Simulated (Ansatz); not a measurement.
**BClH5NSi: two geometries relaxed**

Method: RKS B3LYP-D4/def2-SVP, in Ansatz 0.2.0.

## (1) Starting point

Bond lengths: B1–Si2 1.876 Å, Si2–N3 1.775 Å, Si2–Cl4 2.050 Å, B1–H5 1.229 Å, B1–H6 1.220 Å, Si2–H7 1.498 Å, N3–H8 1.067 Å, N3–H9 1.026 Å. Angles: B1–Si2–N3 109.0°, B1–Si2–Cl4 111.3°, B1–Si2–H7 108.8°, N3–Si2–Cl4 109.7°, N3–Si2–H7 109.8°, Cl4–Si2–H7 108.2°, Si2–B1–H5 121.8°, Si2–B1–H6 123.2°, H5–B1–H6 114.9°, Si2–N3–H8 106.2°, Si2–N3–H9 111.2°, H8–N3–H9 109.9°.

Structure file:

```xyz
9

B    -0.5347    1.3569   -0.5971
Si    0.3646   -0.2719   -0.3536
N     0.3891   -0.6647    1.3771
Cl   -0.5434   -1.7864   -1.3948
H    -0.7259    1.8297   -1.7149
H    -1.0222    1.9957    0.3213
H     1.7661   -0.1307   -0.8624
H     0.9551   -1.5650    1.4694
H    -0.5602   -0.8099    1.7379
```

## (2) End point A

Input file input.yaml:

```yaml
crystal:
  periodic: [false, false, false]
  atoms:
    - { symbol: B, position_ang: [-0.5347, 1.3569, -0.5971] }
    - { symbol: Si, position_ang: [0.3646, -0.2719, -0.3536] }
    - { symbol: "N", position_ang: [0.3891, -0.6647, 1.3771] }
    - { symbol: Cl, position_ang: [-0.5434, -1.7864, -1.3948] }
    - { symbol: H, position_ang: [-0.7259, 1.8297, -1.7149] }
    - { symbol: H, position_ang: [-1.0222, 1.9957, 0.3213] }
    - { symbol: H, position_ang: [1.7661, -0.1307, -0.8624] }
    - { symbol: H, position_ang: [0.9551, -1.565, 1.4694] }
    - { symbol: H, position_ang: [-0.5602, -0.8099, 1.7379] }
basis:
  gaussian: { orbitals: def2-SVP }
hamiltonian:
  xc: b3lyp
  dispersion: d4
relax:
  f_tol: 0.015
  max_steps: 40
```

Command:

```console
ansatz run input.yaml --threads 1 --pin off --max-ram 2048MiB --backend cpu --events-out ev --progress --plain --runs-dir out
```

Q: Estimate wall time and peak memory on 1 thread of AMD EPYC 7R43 (Zen 3), shared host.

About 58 s, with a peak of 0.19 GiB.
